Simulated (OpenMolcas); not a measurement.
# Cu²⁺ among point charges: CASSCF and CASPT2 levels, g values and susceptibility

How does a field of 6 point charges split the states of Cu²⁺, and what g values and χT follow?

Program: OpenMolcas 26.06. Level of theory: state-averaged CASSCF and CASPT2, spin-orbit coupling by RASSI with atomic mean-field integrals. These are calculated values, not measurements, unless marked.

## Step 1: What is computed

* Species: Cu²⁺ (copper, Z = 29, 27 electrons)
* Basis: ANO-RCC-VDZP [5s4p2d1f], 34 functions
* Scalar Hamiltonian: DKH2, point nucleus
* Inactive shells: 1s 2s 2p 3s 3p
* Active space: 9 electrons in 5 orbitals (3d)
* Some configurations of this space: 3d⁹
* Orbitals: optimised for each spin and parity, averaged over all roots

Outer shells as boxes (Hund's rule):

3d9
```
3d [↑↓][↑↓][↑↓][↑↓][↑ ]
```

The ion sits among 6 point charges of -1 e arranged as a trigonal antiprism (D3d), 1.92 Å from the ion, with a polar angle of 64.6° against the regular 54.74°.

The work runs as a chain of OpenMolcas steps in one folder; each step below is one input file. The outputs are cut to the sections that carry results. Labels, J, g values, rates, χT and fits are worked out afterwards by a script from the matrices that RASSI stores. The input lists half of the charges; inversion (Group=XYZ) makes the rest.

## Step 2: One- and two-electron integrals

a.inp reads:

```
&GATEWAY
Coord
1

Cu 0.0 0.0 0.0
Basis=ANO-RCC-VDZP
Group=XYZ
NoMove
AngMom=0.0 0.0 0.0
AMFI
XField
3 Angstrom 0
0.000000 1.734232 0.823918 -1.000000
1.501889 -0.867116 0.823918 -1.000000
1.501889 0.867116 -0.823918 -1.000000
&SEWARD
```

The run is started by

```console
$ OMP_NUM_THREADS=1 MOLCAS_MEM=1689 MOLCAS_PROJECT=a pymolcas a.inp > a.log
```

## Step 3: CASSCF: doublets of even parity, 5 roots

a.inp reads:

```
&RASSCF
FileOrb=start.orb
Symmetry=1
Spin=2
nActEl=9 0 0
Inactive=3 6
Ras2=5 0
CIRoot=5 5 1
SDav=5
CIMx=300
Iter=120 100
PrWF=0.3
OrbListing=Nothing
MaxOrb=0
>>> COPY $Project.JobIph JOB001
```

start.orb holds the contracted functions of the basis, ordered by shell, or the orbitals of the step before.

## Step 4: State interaction with spin-orbit coupling

a.inp reads:

```
&RASSI
NrOfJobIphs=1 5
1 2 3 4 5
IphNames
JOB001
EJob
SpinOrbit
DIPRint=1.0
SOCoupling=1000.0
Subsets=2
Property=9
'ANGMOM' 1 'ANGMOM' 2 'ANGMOM' 3 'MLTPL  1' 1 'MLTPL  1' 2 'MLTPL  1' 3
'AMFI' 1 'AMFI' 2 'AMFI' 3
SOProperty=3
'ANGMOM' 1 'ANGMOM' 2 'ANGMOM' 3
```

## Step 5: CASPT2: IPEA 0.25, imaginary shift 0.1 (closed shells correlated: 3s 3p)

a.inp reads:

```
>>> COPY JOB001 $Project.JobIph
&CASPT2
Multistate=5 1 2 3 4 5
NoMult
Frozen=2 3
IPEA=0.25
Imaginary=0.1
MaxIter=60
WThr=0.0 0.3 0.05
PrWF=0.5
NoMix
```

(Steps that only read results are left out.)

Before running it: what results should come out? Wanted: spin-free ground state; first state of the same spin; lowest level; next level.

**Answer**, as computed:

```
                    quantity                                                                        value
                      method  SS-CASPT2, IPEA 0.25, imaginary shift 0.1 (closed shells correlated: 3s 3p)
      spin-free ground state                                               2E, 2-fold in its orbital part
first state of the same spin                                                              2E at 3990 cm⁻¹
                lowest level                                            2-fold E1/2, g = 0.04, 0.04, 5.67
                  next level                                                                  1264.1 cm⁻¹
                 χT at 300 K                                                               1.15 cm³ K/mol
   effective moment at 300 K                                                                      3.03 μB
```

Cost by method:

| method | time of its own steps | time with the reference |
| --- | --- | --- |
| A. CASSCF | 5 s | 5 s |
| B. SS-CASPT2, IPEA 0.25, imaginary shift 0.1, +3s 3p | 1.4 s | 6.3 s |

Times are of one thread on a shared host.

**Reading.** The spin-free ground state (2E) comes to 100 % from free-ion D terms and keeps the highest spin of the shell. χT at 300 K is 1.15, against 0.38 cm³ K/mol for the spin alone, so orbital moment adds to it. CASPT2 does not keep the components of a term degenerate, and the means are used. Point charges give too small a field for d ions at true ligand charges. This is an electrostatic model: the charges have no orbitals.
